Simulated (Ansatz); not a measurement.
**CO on Pb(110): molecular dynamics**

The plan is to shoot the molecule at the surface and see whether it bounces, sticks or breaks. Runs: 40 steps of 1 fs at constant energy. The slab cell is 2×2, 4 layers thick, and the molecule starts well above it. It comes in with 0.1 eV at 40° from the normal, on a surface at rest.

Method: DFT PBE, plane waves, PAW, scalar-relativistic, no spin polarisation, in Ansatz 0.2.0.

### Step 1. The starting structure

The cell holds 18 atoms (COPb16): a = 9.900 Å, b = 7.000 Å, c = 19.250 Å, α = 90.00°, β = 90.00°, γ = 90.00°.

Structure file:

```
Pb C O
1.0
     9.90000    0.00000    0.00000
     0.00000    7.00036    0.00000
     0.00000    0.00000   19.25027
Pb C O
16 1 1
Cartesian
  2.4750 1.7501 1.0000
  7.4250 1.7501 1.0000
  2.4750 5.2503 1.0000
  7.4250 5.2503 1.0000
  0.0000 0.0000 2.7501
  4.9500 0.0000 2.7501
  0.0000 3.5002 2.7501
  4.9500 3.5002 2.7501
  2.4750 1.7501 4.5002
  7.4250 1.7501 4.5002
  2.4750 5.2503 4.5002
  7.4250 5.2503 4.5002
  0.0000 0.0000 6.2503
  4.9500 0.0000 6.2503
  0.0000 3.5002 6.2503
  4.9500 3.5002 6.2503
  8.4490 4.7279 9.6350
  8.4490 4.7279 10.7950
```

### Step 2. Dynamics

40 steps of 1 fs at constant energy.

File input.yaml:

```yaml
accuracy: low
crystal:
  lattice:
    - [9.9, 0.0, 0.0]
    - [0.0, 7.000357, 0.0]
    - [0.0, 0.0, 19.250268]
  atoms:
    - { symbol: Pb, position: [0.25, 0.25, 0.0519473] }
    - { symbol: Pb, position: [0.75, 0.25, 0.0519473] }
    - { symbol: Pb, position: [0.25, 0.75, 0.0519473] }
    - { symbol: Pb, position: [0.75, 0.75, 0.0519473] }
    - { symbol: Pb, position: [0.0, 0.0, 0.1428598] }
    - { symbol: Pb, position: [0.5, 0.0, 0.1428598] }
    - { symbol: Pb, position: [0.0, 0.5, 0.1428598] }
    - { symbol: Pb, position: [0.5, 0.5, 0.1428598] }
    - { symbol: Pb, position: [0.25, 0.25, 0.2337723] }
    - { symbol: Pb, position: [0.75, 0.25, 0.2337723] }
    - { symbol: Pb, position: [0.25, 0.75, 0.2337723] }
    - { symbol: Pb, position: [0.75, 0.75, 0.2337723] }
    - { symbol: Pb, position: [0.0, 0.0, 0.3246847] }
    - { symbol: Pb, position: [0.5, 0.0, 0.3246847] }
    - { symbol: Pb, position: [0.0, 0.5, 0.3246847] }
    - { symbol: Pb, position: [0.5, 0.5, 0.3246847] }
    - { symbol: C, position: [0.8534322, 0.675381, 0.5005104] }
    - { symbol: O, position: [0.8534322, 0.675381, 0.5607693] }
basis:
  ecutwfc: 420.0
kpoints:
  mp_grid: { grid: [2, 3, 1] }
hamiltonian:
  xc: pbe
scf:
  occupations: { method: fermi_dirac, width: 0.1 }
  lower_state_search: "off"
  max_iter: 71
md:
  timestep: 1
  n_steps: 40
  ensemble: nve
  initial_velocities: zero
  seed: 248884
  initial_site_velocities:
    - { site: 16, velocity: [0.005335, 0.0, -0.006358] }
    - { site: 17, velocity: [0.005335, 0.0, -0.006358] }
  constraints: [{ sites: [0, 1, 2, 3] }]
```

Launch:

```bash
$ ansatz run input.yaml --threads 4 --pin off --max-ram 10240MiB --backend cpu --events-out ev --progress --plain --runs-dir out
```

**Question.** What will these runs give? Wanted: lowest height of the centre of mass; shortest distance to a slab atom; temperature, first and last step; temperature, second half; potential energy, second half; largest change of the total energy; mean square displacement, second half.

As calculated:

```
                             quantity                                                value
  lowest height of the centre of mass  3.79 Å over the top layer's first level, at 40.0 fs
     shortest distance to a slab atom                                               3.62 Å
                               length                                     40 steps of 1 fs
     temperature, first and last step                                          55 and 97 K
             temperature, second half                          mean 88 K, from 71 to 105 K
        potential energy, second half                           -3 meV/atom from the start
   largest change of the total energy                                        0.06 meV/atom
mean square displacement, second half                        O 0.070, C 0.058, Pb 0.000 Å²
```

In words: The molecule's centre of mass comes down from 4.05 Å to 3.79 Å and is still falling when the run ends, so its fate is open. Its shortest distance to a slab atom is 3.62 Å. The total energy strays from its start by at most 0.06 meV/atom, 0.8 % of the mean kinetic energy, which is good for a step of 1 fs. The printed temperature only measures the kinetic energy here. The run is too short to decide the outcome. A run of 40 fs with 18 atoms shows the motion but fixes no equilibrium value. Accuracy level and mesh were kept low to afford the steps.
